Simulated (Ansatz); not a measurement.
**GeSiH5Cl (SMILES [SiH3][GeH2][Cl]) at MP2/def2-SVP**

Aim: the energy change on altering one bond length of GeSiH5Cl at MP2/def2-SVP, from 2 runs. 

The results are computed with Ansatz 0.2.0.

57 further runs of the same task are left out: 57 set aside as unsound or not needed.

## (1) The molecule

The species is GeSiH5Cl (8 atoms), meant as a singlet with charge 0. As SMILES, `[SiH3][GeH2][Cl]`. Geometry: relaxed at PBE0-D4/def2-TZVP.

Bond lengths: Si1–Ge2 2.380 Å, Ge2–Cl3 2.169 Å, Si1–H4 1.487 Å, Si1–H5 1.484 Å, Si1–H6 1.484 Å, Ge2–H7 1.537 Å, Ge2–H8 1.537 Å. Some angles: Si1–Ge2–Cl3 106.5°, Si1–Ge2–H7 114.0°, Si1–Ge2–H8 114.0°, Cl3–Ge2–H7 106.1°, Cl3–Ge2–H8 106.1°, Ge2–Si1–H4 109.5°, Ge2–Si1–H5 108.9°, Ge2–Si1–H6 108.9°, H7–Ge2–H8 109.6°, H4–Si1–H5 109.7°.

## (2) A single-point energy at MP2/def2-SVP

Input file job.yaml:

```yaml
crystal:
  periodic: [false, false, false]
  atoms:
    - {symbol: Si, position_ang: [-0.863600, 0.827300, -0.302500]}
    - {symbol: Ge, position_ang: [0.738300, -0.882000, 0.118400]}
    - {symbol: Cl, position_ang: [1.963100, -0.183700, 1.766200]}
    - {symbol: H, position_ang: [-1.744900, 0.416200, -1.427300]}
    - {symbol: H, position_ang: [-0.149800, 2.078700, -0.658900]}
    - {symbol: H, position_ang: [-1.678500, 1.035600, 0.920200]}
    - {symbol: H, position_ang: [1.703100, -1.135200, -1.051200]}
    - {symbol: H, position_ang: [0.124600, -2.213900, 0.579200]}
basis:
  gaussian: {orbitals: def2-SVP}
correlation: {method: mp2, frozen_orbitals: {Cl: 5, Ge: 9, H: 0, Si: 5}}
accuracy: high
```

Started as:

```sh
ansatz run job.yaml --threads 1 --pin off --max-ram 3480MiB --events-out events.jsonl --progress --plain --runs-dir runs
```

The program printed:

```text
Warning: RAYON_NUM_THREADS=1 ignored (pool sized by the plan → 1); use --threads N
Functional definition: HF
  name "HF"
  exchange = exact_x
  correlation = 0
1916 factors; integrals over basis functions are off by at most 4.8e-9 eV
mean field evaluation 1: about -76904.8366 eV, gradient 1.7e1 eV
mean field evaluation 2: about -76904.8740 eV, gradient 1.7e1 eV
mean field evaluation 4: about -76906.0984 eV, gradient 2.5e0 eV
mean field evaluation 8: about -76906.1189 eV, gradient 5.5e-5 eV
mean field -76906.11892816 eV, -2826.2477417702 hartree, gradient 1.9e-8 eV, S^2 0.000000; 0 other end points of the search recorded, 0 dependent functions left out
19 core orbitals not correlated: weight in the atoms' cores, before any rotation towards them, 1.000 or more for the frozen orbitals, at most 0.000 for the correlated occupied ones
reference -76906.11892816 eV, -2826.2477417702 hartree; 15, 15 occupied and 59, 59 virtual orbitals, 1916 factors
second order -12.69785921 eV of doubles, -0.00000000 eV of singles
Total energy: -76918.81678737 eV, -2826.7143794892 hartree
```

Run time: 1.8 s. Hardware: 1 thread of AMD EPYC 9R45 (Zen 5), shared host; peak memory 0.3 GiB.

## (3) The distorted shape

Input file in.yaml:

```yaml
crystal:
  periodic: [false, false, false]
  atoms:
    - {symbol: Si, position_ang: [-1.346022, 0.953906, 0.282326]}
    - {symbol: Ge, position_ang: [0.255878, -0.755394, 0.703226]}
    - {symbol: Cl, position_ang: [1.480678, -0.057094, 2.351026]}
    - {symbol: H, position_ang: [-2.227322, 0.542806, -0.842474]}
    - {symbol: H, position_ang: [-0.632222, 2.205306, -0.074074]}
    - {symbol: H, position_ang: [-2.160922, 1.162206, 1.505026]}
    - {symbol: H, position_ang: [1.703100, -1.135200, -1.051200]}
    - {symbol: H, position_ang: [-0.357822, -2.087294, 1.164026]}
basis:
  gaussian:
    orbitals: def2-SVP
correlation:
  method: mp2
  frozen_orbitals: {Cl: 5, Ge: 9, H: 0, Si: 5}
accuracy: high
```

Started as:

```sh
ansatz run in.yaml --threads 1 --pin off --max-ram 3480MiB --events-out events.jsonl --progress --plain --runs-dir runs
```

The program printed:

```text
Warning: RAYON_NUM_THREADS=1 ignored (pool sized by the plan → 1); use --threads N
Functional definition: HF
  name "HF"
  exchange = exact_x
  correlation = 0
1901 factors; integrals over basis functions are off by at most 1.1e-8 eV
mean field evaluation 1: about -76902.4944 eV, gradient 1.7e1 eV
mean field evaluation 2: about -76902.5297 eV, gradient 1.7e1 eV
mean field evaluation 4: about -76903.8705 eV, gradient 2.6e0 eV
mean field evaluation 8: about -76903.8969 eV, gradient 1.0e-4 eV
mean field -76903.89687090 eV, -2826.1660826721 hartree, gradient 2.3e-8 eV, S^2 0.000000; 0 other end points of the search recorded, 0 dependent functions left out; unrestricted orbitals would lower it
mean field evaluation 16: about -76903.9966 eV, gradient 2.8e-1 eV
19 core orbitals not correlated: weight in the atoms' cores, before any rotation towards them, 1.000 or more for the frozen orbitals, at most 0.000 for the correlated occupied ones
reference -76903.89687090 eV, -2826.1660826721 hartree; 15, 15 occupied and 59, 59 virtual orbitals, 1901 factors
second order -12.80045083 eV of doubles, -0.00000000 eV of singles
Total energy: -76916.69732173 eV, -2826.6364905637 hartree
```

It took 1.9 s on 1 thread of AMD EPYC 9R45 (Zen 5), shared host; peak memory 0.3 GiB.

## (4) Outcome

Level: MP2/def2-SVP, 19 core orbitals frozen.

```
                                                          quantity           value
                                         first shape: total energy  -2826.71438 Eh
         first shape: correlation energy (19 core orbitals frozen)      -466.6 mEh
                                     distorted shape: total energy  -2826.63649 Eh
     distorted shape: correlation energy (19 core orbitals frozen)      -470.4 mEh
energy change with the Ge2–H7 bond stretched from 1.537 to 2.306 Å        2.119 eV
```

**Reading.** One bond (distorted shape) is far stretched, which a spin-restricted single reference describes badly; perturbation theory on it can break down and give far too much correlation. With the Ge2–H7 bond stretched from 1.537 to 2.306 Å the energy rises by 2.12 eV (204 kJ/mol). The first shape isn't relaxed at this level, so the change isn't measured from a minimum. A restricted reference can't describe the breaking bond well at this length. The restricted solution (distorted shape) is unstable to spin breaking: an unrestricted one lies lower.
